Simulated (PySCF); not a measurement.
# trifluoroacetate (C2F3O2−): geometry, NMR shifts, spin-spin couplings and electronic excitations

What NMR shifts, spin-spin couplings and electronic excitations should trifluoroacetate (C2F3O2−) (`O=C([O-])C(F)(F)F`) show?

The runs use PySCF 2.14.0, with density-fitted response routines of our own; the level of theory stands in each step. All values are computed, except where a source is named. Atoms count from 0, in the outputs and in this text.

### 1 Starting geometry

7 atoms, charge -1, multiplicity 1; geometry from: GFN2-xTB.

Bonds of the start (Å): O0–C1 1.22, C1–O2 1.22, C1–C3 1.65, C3–F4 1.36, C3–F5 1.36, C3–F6 1.36.

### 2 Relaxing the molecule at PBE0-D3(BJ)/def2-SVP

What the job is given:

```
{"job": {"xc": "PBE0", "basis": "def2-SVP", "d3": "d3bj", "grid": 1, "kind": "geom"}, "charge": -1, "multiplicity": 1}
O      1.243856     1.316269    -0.559167
C      0.997255     0.159325    -0.266613
O      1.650447    -0.868548    -0.208337
C     -0.583554    -0.083277     0.148293
F     -0.734845    -0.565927     1.410483
F     -1.212847    -0.982595    -0.654541
F     -1.356978     1.029657     0.102805
```

**Question.** This job is followed by: GIAO PBE0/pcSseg-1 NMR shielding, non-relativistic, gas phase; B3LYP/pcJ-1 indirect spin-spin coupling, non-relativistic, gas phase; TDDFT PBE0/def2-SVPD, vertical, gas phase, core orbitals frozen in the response; GIAO mPW1PW91/pcSseg-2 NMR shielding, non-relativistic, gas phase. What will the session give for the following? rotational constants (main isotopes); 13C shifts against TMS (PBE0/pcSseg-1); 17O shifts against H2O (PBE0/pcSseg-1, means over atoms taken as alike); 19F shifts against CFCl3 (PBE0/pcSseg-1, means over atoms taken as alike); largest coupling of the table (B3LYP/pcJ-1); lowest singlet (PBE0/def2-SVPD); brightest single state of those computed; lowest triplet; vertical ionisation energy (ΔSCF); range of the shift of O0.

As calculated:

| quantity | value |
| --- | --- |
| rotational constants (main isotopes) | 3.91, 2.54, 2.11 GHz |
| 13C shifts against TMS (PBE0/pcSseg-1) | 160.7, 123.6 ppm |
| 17O shifts against H2O (PBE0/pcSseg-1, means over atoms taken as alike) | 328.8 ppm |
| 19F shifts against CFCl3 (PBE0/pcSseg-1, means over atoms taken as alike) | -92.9 ppm |
| largest coupling of the table (B3LYP/pcJ-1) | 1J(C,F) C3–F4, -381.7 Hz |
| lowest singlet (PBE0/def2-SVPD) | 5.77 eV (215 nm), f = 0.000 |
| brightest single state of those computed | state 7, 7.07 eV, f = 0.121 |
| lowest triplet | 5.25 eV |
| vertical ionisation energy (ΔSCF) | 4.84 eV |
| range of the shift of O0 | 320.1 to 328.8 ppm |

The optimisation took 6 steps and gained 0.080 eV; among the close pairs (by a distance rule), C1–C3 changed most, from 1.652 to 1.570 Å. No frequency check was run at this level, so the end point may be a saddle. At PBE0/pcSseg-1: The widest tensor belongs to O0, O2: span 461 ppm, with a paramagnetic part of -399 ppm. Of the pairs tabulated at B3LYP/pcJ-1, C3–F4 (mean over like pairs) couples most strongly (-381.7 Hz; Fermi contact -359.3 Hz). Density functionals describe couplings to fluorine poorly, F–F couplings above all, so those rows are rough. The lowest singlet, at 5.77 eV, is HOMO→LUMO+1 0.74, HOMO−1→LUMO+1 0.17 and is dark; of the 10 states computed, the strongest absorption comes from state 7 at 7.07 eV. The lowest triplet lies 0.53 eV below the lowest singlet (triplets in Tamm-Dancoff, singlets in full TDDFT). In the gas-phase run even the lowest singlet lies above the computed detachment energy of this anion, so its states are not to be taken as bound. At PBE0/def2-SVPD, all states lie near or above the ionisation energy, where they hang on the basis. The orbital energy would give 2.48 eV for ionisation, ΔSCF gives 4.84 eV. In ppm, O0 (with its like atoms) moves most: its shift spreads over 8.6 ppm, from 320.1 (mPW1PW91/pcSseg-2) to 328.8 (PBE0/pcSseg-1). Most of that comes from the computed reference, not from the atom's own shielding.
